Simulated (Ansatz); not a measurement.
Relaxation of a periodic cell of 13 atoms, Tl12H (host Tl, host structure hcp, interstitial H), to a largest force component of 0.08 eV/Å in at most 25 steps.

These are results of DFT r2SCAN, scalar-relativistic, plane waves, PAW (Ansatz), not measurements. Settings: cutoff 500 eV, k mesh 2x2x3, fermi-dirac smearing 0.1 eV, no spin polarisation.

```xyz
13
Lattice="6.9200 0.0000 0.0000 -5.1900 8.9893 0.0000 0.0000 0.0000 5.5325" Properties=species:S:1:pos:R:3
Tl 0.000 0.000 0.000
Tl 0.000 1.998 2.766
Tl -1.730 2.996 0.000
Tl -1.730 4.994 2.766
Tl -3.460 5.993 0.000
Tl -3.460 7.991 2.766
Tl 3.460 0.000 0.000
Tl 3.460 1.998 2.766
Tl 1.730 2.996 0.000
Tl 1.730 4.994 2.766
Tl 0.000 5.993 0.000
Tl 0.000 7.991 2.766
H 5.250 1.035 4.179
```

**Question.** Where does it end, and by what steps?

**Answer.** The forces met the threshold. Limits of this set-up: coarse k mesh, odd electron count without spin, a small cell, in which the defect meets its images. After 4 steps the energy has fallen by 0.075 eV; Tl6 moved furthest, 0.21 Å.

```tsv
step	energy less start (eV)	largest force component (eV/Å)	accepted
0	0.0000	0.186	yes
1	-0.0506	0.087	yes
2	-0.0677	0.090	yes
3	-0.0705	0.082	yes
4	-0.0752	0.046	yes
```

```xyz
13
Lattice="6.9200 0.0000 0.0000 -5.1900 8.9893 0.0000 0.0000 0.0000 5.5325" Properties=species:S:1:pos:R:3
Tl -0.014 -0.020 0.000
Tl 0.068 1.887 2.716
Tl -1.837 3.084 0.075
Tl -1.608 4.914 2.858
Tl -3.553 6.024 0.056
Tl -3.303 7.934 2.896
Tl 3.398 0.108 0.049
Tl 3.477 2.017 2.767
Tl 1.580 3.062 -0.131
Tl 1.823 4.969 2.701
Tl -0.123 6.074 -0.086
Tl 0.107 7.899 2.690
H 5.235 1.027 4.185
```

Whether the end is a true minimum wasn't checked by a vibrational analysis.

Run time: 34 s on 4 threads of AMD EPYC 9R45 96-Core Processor (Zen 5) (shared host), peak memory 1.7 GiB.
